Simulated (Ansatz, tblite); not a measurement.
**Trans-[IrF2(NH3)4]+ (F2H12IrN4+): rung by rung**

The task here is to estimate one member of a computed series from the others.

Program: Ansatz 0.2.0, Gaussian basis. Level of theory: as each input shows. These are calculated values, not measurements.

Plan: GFN1-xTB, GFN2-xTB, PBE-D4/def2-TZVP, r2SCAN-D4/def2-TZVP, HSE06-D4/def2-TZVP, r2SCANh-D4/def2-TZVP, r2SCAN0-D4/def2-TZVP, PBE-D4/def2-SVP, PBE0-D4/def2-SVP, MP2/def2-TZVP, RPA/def2-TZVP.

2 further runs of the same task are left out: 2 set aside as unsound or not needed.

## The structure

The singlet was relaxed beforehand with r2SCAN-D4/def2-SVP.

19 atoms, charge 1, spin multiplicity 1.

Bond lengths: F1–Ir3 1.993 Å, F2–Ir3 1.993 Å, Ir3–N4 2.085 Å, Ir3–N5 2.085 Å, Ir3–N6 2.084 Å, Ir3–N7 2.085 Å, N4–H8 1.025 Å, N4–H9 1.032 Å, N4–H10 1.025 Å, N5–H11 1.025 Å, N5–H12 1.025 Å, N5–H13 1.032 Å, N6–H14 1.025 Å, N6–H15 1.032 Å, N6–H16 1.025 Å, N7–H17 1.025 Å, N7–H18 1.025 Å, N7–H19 1.032 Å. Angles: F1–Ir3–F2 180.0°, F1–Ir3–N4 99.4°, F1–Ir3–N5 80.6°, F1–Ir3–N6 80.6°, F1–Ir3–N7 99.3°, F2–Ir3–N4 80.5°, F2–Ir3–N5 99.4°, F2–Ir3–N6 99.4°, F2–Ir3–N7 80.7°, N4–Ir3–N5 180.0°, N4–Ir3–N6 90.4°, N4–Ir3–N7 89.6°, N5–Ir3–N6 89.6°, N5–Ir3–N7 90.4°, N6–Ir3–N7 180.0°, Ir3–N4–H8 116.1°, Ir3–N4–H9 103.8°, Ir3–N4–H10 115.7° and more.

Ir takes a core potential in the def2 sets. No spin-orbit coupling is included. The ion is computed in the gas phase, without counter-ions or solvent.

PBE0-D4/def2-TZVP was run before; its log isn't repeated, and its numbers join the tables.

The first run:

Tight binding, by tblite at 300 K electronic temperature and without a spin-polarisation term:

```python
tblite.interface.Calculator('GFN1-xTB', numbers, positions, charge=1, uhf=0).singlepoint()
```

Tight binding, by tblite at 300 K electronic temperature and without a spin-polarisation term:

```python
tblite.interface.Calculator('GFN2-xTB', numbers, positions, charge=1, uhf=0).singlepoint()
```

start.molden holds the orbitals of an earlier run on this state, given as this run's starting guess.

Input file in.yaml:

```yaml
crystal:
  periodic: [false, false, false]
  atoms:
    - {symbol: F, position_ang: [-0.378261, 0.188706, 1.947769]}
    - {symbol: F, position_ang: [0.378304, -0.188477, -1.947916]}
    - {symbol: Ir, position_ang: [-0.000046, -0.000176, -0.000055]}
    - {symbol: N, position_ang: [2.083629, -0.023062, 0.056566]}
    - {symbol: N, position_ang: [-2.083783, 0.023691, -0.057788]}
    - {symbol: N, position_ang: [0.005347, 2.079051, 0.146934]}
    - {symbol: N, position_ang: [-0.005028, -2.079723, -0.145587]}
    - {symbol: H, position_ang: [2.532457, 0.811826, 0.445387]}
    - {symbol: H, position_ang: [2.356400, -0.093968, -0.935920]}
    - {symbol: H, position_ang: [2.505457, -0.809957, 0.559462]}
    - {symbol: H, position_ang: [-2.532665, -0.811728, -0.445415]}
    - {symbol: H, position_ang: [-2.504344, 0.809689, -0.563219]}
    - {symbol: H, position_ang: [-2.358301, 0.096918, 0.934034]}
    - {symbol: H, position_ang: [0.881965, 2.545244, -0.105837]}
    - {symbol: H, position_ang: [-0.167846, 2.257345, 1.148245]}
    - {symbol: H, position_ang: [-0.718409, 2.563708, -0.392891]}
    - {symbol: H, position_ang: [-0.882350, -2.545480, 0.105566]}
    - {symbol: H, position_ang: [0.717198, -2.563812, 0.396823]}
    - {symbol: H, position_ang: [0.170276, -2.259786, -1.146148]}
basis:
  gaussian: {orbitals: def2-TZVP, initial_orbitals: start.molden}
total_charge: 1
hamiltonian: {xc: pbe, dispersion: d4}
scf: {omitted_lower_state_checks: [starts]}
output: {forces: true, orbitals: {seedname: orbitals}}
```

Run with:

```console
$ ansatz run in.yaml --threads 4 --pin off --events-out ev --progress --plain --max-ram 4787MiB
```

Among the steps run: PBE-D4/def2-TZVP; r2SCAN-D4/def2-TZVP; HSE06-D4/def2-TZVP; r2SCANh-D4/def2-TZVP; r2SCAN0-D4/def2-TZVP; PBE-D4/def2-SVP; PBE0-D4/def2-SVP; MP2/def2-TZVP; RPA/def2-TZVP.

One of the session's tables, all rows but one given; the rest of the session is left out.

| level | HOMO (eV) | LUMO (eV) | gap (eV) |
| --- | --- | --- | --- |
| PBE-D4/def2-SVP | -8.17 | -4.75 | 3.42 |
| PBE-D4/def2-TZVP | -8.34 | -4.97 | 3.37 |
| r2SCAN-D4/def2-TZVP | -8.63 | -4.70 | 3.93 |
| r2SCANh-D4/def2-TZVP | -9.29 | -4.30 | 4.99 |
| PBE0-D4/def2-SVP | -9.93 | -3.65 | 6.27 |
| PBE0-D4/def2-TZVP | ? | ? | ? |
| r2SCAN0-D4/def2-TZVP | -10.28 | -3.68 | 6.60 |
| HSE06-D4/def2-TZVP | -9.62 | -4.46 | 5.16 |

Estimate the missing values for PBE0-D4/def2-TZVP.

**Answer.** HOMO (eV): -10.03; LUMO (eV): -4.10; gap (eV): 5.94. In the column «HOMO (eV)» it lies between r2SCAN0-D4/def2-TZVP (-10.28) and PBE0-D4/def2-SVP (-9.93).
